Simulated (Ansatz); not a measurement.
# ClH5O2Si2: a ladder of functionals and wavefunction methods

Aim: compute ClH5O2Si2 with functionals from several rungs and with coupled cluster. The yardstick is the atomisation energy at the CCSD(T) limit.

Program: Ansatz 0.2.0, Gaussian basis. Level of theory: functionals in def2-TZVPP, the program's frozen cores in correlated methods. These are calculated values, not measurements.

The runs, in order: LDA (SPW92), PBE-D4, revPBE-D4, BLYP-D4, r2SCAN-D4, B97M-V, PBE0-D4, B3LYP-D4, r2SCANh-D4, r2SCAN0-D4, HSE06-D4, BHLYP-D4, CAM-B3LYP-D4, LC-ωPBE, ωB97X-V, ωB97M-V, B2PLYP, PBE-QIDH; CCSD(T)/def2-SVP; CCSD(T)/def2-TZVPP; MP2/def2-QZVPP; extrapolation to the limit; RPA on PBE.

## 1. Structure used throughout

An earlier PBE0-D4 in a triple-zeta def2 set relaxation fixed the geometry.

SMILES `O[SiH2]O[SiH2]Cl`, 10 atoms, charge 0, spin multiplicity 1.

Atoms are counted from 1 here; the program's logs count them from 0.

Bond lengths: O1–Si2 1.635 Å, O1–H6 0.959 Å, Si2–O3 1.644 Å, Si2–H7 1.475 Å, Si2–H8 1.483 Å, O3–Si4 1.618 Å, Si4–Cl5 2.064 Å, Si4–H9 1.477 Å, Si4–H10 1.476 Å. Angles: Si2–O1–H6 118.0°, O1–Si2–O3 111.8°, O1–Si2–H7 106.3°, O1–Si2–H8 111.2°, O3–Si2–H7 107.7°, O3–Si2–H8 107.3°, H7–Si2–H8 112.5°, Si2–O3–Si4 142.3°, O3–Si4–Cl5 109.5°, O3–Si4–H9 110.8°, O3–Si4–H10 109.8°, Cl5–Si4–H9 107.0°, Cl5–Si4–H10 107.4°, H9–Si4–H10 112.2°.

As a file:

```xyz
10

O    -1.08516   -1.59819    0.75058
Si    0.40075   -1.40261    0.09709
O     0.85971    0.17566    0.08503
Si    0.28159    1.67630   -0.09674
Cl   -1.58571    1.59285   -0.97180
H    -1.83855   -1.25717    0.26461
H     1.33759   -2.13568    0.96913
H     0.43724   -1.88311   -1.30576
H     0.11593    2.33759    1.21351
H     1.15962    2.44326   -1.00275
```

## 2. LDA

This LDA is Slater exchange with PW92 correlation.

in.yaml reads:

```yaml
crystal:
  periodic: [false, false, false]
  atoms:
    - {symbol: O, position_ang: [-1.085162, -1.598188, 0.750579]}
    - {symbol: Si, position_ang: [0.400754, -1.402605, 0.097087]}
    - {symbol: O, position_ang: [0.859709, 0.175665, 0.085031]}
    - {symbol: Si, position_ang: [0.281587, 1.676297, -0.096740]}
    - {symbol: Cl, position_ang: [-1.585713, 1.592847, -0.971796]}
    - {symbol: H, position_ang: [-1.838554, -1.257172, 0.264613]}
    - {symbol: H, position_ang: [1.337588, -2.135677, 0.969128]}
    - {symbol: H, position_ang: [0.437236, -1.883109, -1.305760]}
    - {symbol: H, position_ang: [0.115934, 2.337587, 1.213509]}
    - {symbol: H, position_ang: [1.159620, 2.443255, -1.002754]}
basis:
  gaussian: {orbitals: def2-TZVPP}
hamiltonian: {xc: lda}
output: {orbitals: {seedname: orbitals}}
```

The runs that follow: PBE-D4 (GGA); revPBE-D4 (GGA); BLYP-D4 (GGA); r2SCAN-D4 (meta-GGA); B97M-V (meta-GGA); PBE0-D4 (hybrid); B3LYP-D4 (hybrid); r2SCANh-D4 (hybrid); r2SCAN0-D4 (hybrid); HSE06-D4 (hybrid); BHLYP-D4 (hybrid); CAM-B3LYP-D4 (range-separated); LC-ωPBE-D4 (range-separated); ωB97X-V (range-separated); ωB97M-V (range-separated); B2PLYP (double hybrid); PBE-QIDH (double hybrid); CCSD(T) in def2-SVP; CCSD(T) in def2-TZVPP; MP2 in def2-QZVPP; RPA on PBE orbitals.

Q: Predict the results of all the runs planned. Wanted: atomisation energy, CCSD(T)/CBS; farthest beyond LDA; mean size of error, GGA; mean size of error, meta-GGA; mean size of error, hybrid; mean size of error, range-separated; mean size of error, double hybrid; gap, smallest and largest; T1 diagnostic.

The runs gave:

| quantity | value |
| --- | --- |
| atomisation energy, CCSD(T)/CBS | 865.8 kcal/mol |
| functionals within 4.3 kcal/mol (0.5 %) | B97M-V, CAM-B3LYP-D4, ωB97X-V, ωB97M-V |
| farthest beyond LDA | BHLYP-D4 (-30.2 kcal/mol) |
| mean size of error, GGA | 17.8 kcal/mol |
| mean size of error, meta-GGA | 4.6 kcal/mol |
| mean size of error, hybrid | 18.7 kcal/mol |
| mean size of error, range-separated | 6.4 kcal/mol |
| mean size of error, double hybrid | 17.4 kcal/mol |
| gap, smallest and largest | 6.51 eV (LDA (SPW92)), 14.00 eV (LC-ωPBE) |
| T1 diagnostic | 0.0109 |
| triples share of the correlation energy | 3.5 % |

**Reading.** The LDA atomisation energy is off by 101.0 kcal/mol (12 %): it overbinds. PBE-D4 is off by -9.0 kcal/mol. Double hybrids carry the basis error of their MP2 part in triple zeta, and no dispersion term here, so their miss is partly the set-up's. Taken by rung, meta-GGA functionals do best (4.6 kcal/mol on average) and hybrid ones worst beyond LDA (18.7 kcal/mol). The gap between the best rungs is small, so their order is not settled. The mean of the hybrids holds BHLYP, with half exact exchange. Misses under about 4.3 kcal/mol are within the doubt on the reference itself, which lacks core-valence correlation, relativity and higher excitations. Hartree-Fock recovers 74 % of the binding; the rest is correlation. CCSD(T) in def2-SVP is off by -78.5 kcal/mol, so the small basis spoils what the method gains. The gap grows from 6.5 to 14.0 eV across the functionals, mostly with the share of exact exchange.
